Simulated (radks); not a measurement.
# Ionisation of N: one atom, several choices of exchange strength α

The task here is to estimate one member of a computed series from the others.

Program: radks (a radial shooting solver on a logarithmic mesh, Libxc functionals) version 1. Level of theory: Dirac Kohn-Sham, spin-unpolarised, spherical densities, finite nucleus; open shells fill j = l - 1/2 first. These are calculated values, not measurements, unless marked.

**What is computed**

| Quantity | Value |
| --- | --- |
| element | nitrogen (Z = 7) |
| charge | 0 |
| electrons | 7 |
| configuration | [He] 2s2 2p3 |
| ion | N⁺, [He] 2s2 2p2 |
| choices | α = 0.553; α = 0.667; α = 0.731; α = 0.916; α = 0.989 |

Set-up of the first run:

Input:

```text
Z 7
configuration [He] 2s2 2p3
relativity Dirac
functional xalpha 0.553
spin unpolarised
j_filling energy
nucleus finite rms 2.5582 fm
c 137.035999084
```

Steps of the session up to this table: α = 0.553: N.

One table of the session follows, with a row left open; its other results are not shown here.

It belongs to the step «α = 0.553: N». From the orbitals of this run (lengths in bohr):

| level | <r> | outermost maximum (interpolated) | 90 % within |
| --- | --- | --- | --- |
| 1s1/2 | 0.2330 | 0.150 | 0.418 |
| 2s1/2 | ? | ? | ? |
| 2p1/2 | 1.575 | 0.982 | 2.81 |
| 2p3/2 | 1.577 | 0.983 | 2.81 |

**Question.** Estimate the row for 2s1/2.

The run gave: <r>: 1.357; outermost maximum (interpolated): 1.03; 90 % within: 2.19. In the column «<r>» it lies between 1s1/2 (0.2330) and 2p1/2 (1.575).

Caveats from the session: Spin polarisation and multiplet splitting are left out, so open shells lie too high by an amount that depends on their filling.
